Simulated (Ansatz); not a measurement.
# ClTa: the cost of one run

Program: Ansatz 0.2.0, Gaussian basis. Level of theory: def2-TZVPP, core rule «outside noble gas», up to 9 orbitals frozen. These are calculated values, not measurements.

The runs, in order: UHF; CCSD(T) on ROHF; CCSD(T) on UHF; CCSDT(Q) on ROHF; CCSDT(Q) on UHF.

12 further runs of the same task are left out: 7 for a known fault of the program, 5 set aside as unsound or not needed. Runs told in other sessions of the task aren't counted.

## 1. The geometry

The geometry is a PBE0/def2-TZVP stationary point (not a proven minimum) of the parent state, kept for this charge and spin. No spin-orbit coupling is included. Elements past krypton take def2 core potentials.

2 atoms, charge 1, spin multiplicity 6.

Atoms are counted from 1 here; the program's logs count them from 0.

Bond lengths: Ta1–Cl2 2.292 Å.

## 2. UHF

Contents of in.yaml:

```yaml
crystal:
  periodic: [false, false, false]
  atoms:
    - {symbol: Ta, position_ang: [0.000000, 0.000000, 0.000000]}
    - {symbol: Cl, position_ang: [0.000000, 0.000000, 2.292200]}
basis:
  gaussian: {orbitals: def2-TZVPP}
total_charge: 1
magnetization: {spin_polarized: true, initial_magnetization: 5}
hamiltonian: {xc: hf}
output: {orbitals: {seedname: orbitals}}
```

The run is started by

```sh
ansatz run in.yaml --threads 1 --pin off --events-out ev --progress --plain --max-ram 3968MiB --backend cpu
```

What time and memory should one allow on 1 thread of AMD EPYC 7R13, shared host?

About 13 s, with a peak of 0.25 GiB.
